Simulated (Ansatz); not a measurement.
# AlGeH₅ (singlet): the correlation ladder at distance Al2–H7 = 1.301 Å, cc-pVDZ

An exercise on one series of results from a longer session: the logs are not shown, and one member is left open.

The runs use Ansatz 0.2.0, Gaussian basis; cc-pVDZ, core rule «outside noble gas», up to 19 orbitals frozen.

Plan: UHF; CCSD(T) on RHF; BCCD(T) on RHF; CISD; CCSDT(Q) on RHF; CASSCF and NEVPT2, 2 electrons in 2 orbitals; CASSCF and NEVPT2, 8 electrons in 8 orbitals.

26 further runs of the same task are left out: 1 for a mislabelled method, 18 that didn't finish, 7 set aside as unsound or not needed.

## The geometry

The geometry derives from a PBE0/def2-TZVP stationary point (not a proven minimum). One bond is set to the value named and the two fragments are kept rigid. No spin-orbit coupling is included. The filled d shell of Ge may be among the frozen orbitals whatever the setting's name suggests; the logs give the count.

7 atoms, charge 0, spin multiplicity 1.

Atoms are counted from 1 here; the program's logs count them from 0.

Bond lengths: Ge1–Al2 2.479 Å, Ge1–H3 1.541 Å, Ge1–H4 1.543 Å, Ge1–H5 1.543 Å, Al2–H6 1.588 Å, Al2–H7 1.301 Å. Angles: Al2–Ge1–H3 113.9°, Al2–Ge1–H4 111.3°, Al2–Ge1–H5 111.3°, H3–Ge1–H4 106.9°, H3–Ge1–H5 106.9°, H4–Ge1–H5 106.0°, Ge1–Al2–H6 121.3°, Ge1–Al2–H7 119.4°, H6–Al2–H7 119.3°.

Set-up of the first run:

in.yaml reads:

```yaml
crystal:
  periodic: [false, false, false]
  atoms:
    - {symbol: Ge, position_ang: [0.000000, -0.001509, 0.684022]}
    - {symbol: Al, position_ang: [0.000000, -0.001383, -1.794691]}
    - {symbol: H, position_ang: [0.000000, 1.406617, 1.308956]}
    - {symbol: H, position_ang: [1.232737, -0.741159, 1.245093]}
    - {symbol: H, position_ang: [-1.232737, -0.741159, 1.245093]}
    - {symbol: H, position_ang: [0.000000, 1.355767, -2.618720]}
    - {symbol: H, position_ang: [0.000000, -1.134302, -2.434297]}
basis:
  gaussian: {orbitals: cc-pVDZ}
magnetization: {spin_polarized: true, initial_magnetization: 0}
hamiltonian: {xc: hf}
output: {orbitals: {seedname: orbitals}}
```

Run with:

```sh
$ ansatz run in.yaml --threads 1 --pin off --events-out ev --progress --plain --max-ram 2393MiB
```

Steps of the session up to this table: UHF; CCSD(T) on RHF; BCCD(T) on RHF; CISD; CCSDT(Q) on RHF; CASSCF and NEVPT2, 2 electrons in 2 orbitals; CASSCF and NEVPT2, 8 electrons in 8 orbitals.

One table of the session follows, with a row left open; its other results are not shown here.

```
         method  from RCCSDT(Q) (kcal/mol)
            RHF                    +138.11
           RMP2                     +31.40
           CISD                     +14.70
          RCCSD                      +3.37
       RCCSD(T)                      +0.69
        BCCD(T)                      +0.68
         RCCSDT                      +0.10
      RCCSDT(Q)                          0
    CASSCF pair                          ?
    NEVPT2 pair                     +31.47
CASSCF frontier                    +102.44
NEVPT2 frontier                     +30.95
```

**Question.** Estimate the row for CASSCF pair.

The run gave: from RCCSDT(Q) (kcal/mol): +129.21. In the column «from RCCSDT(Q) (kcal/mol)» it lies between CASSCF frontier (+102.44) and RHF (+138.11).
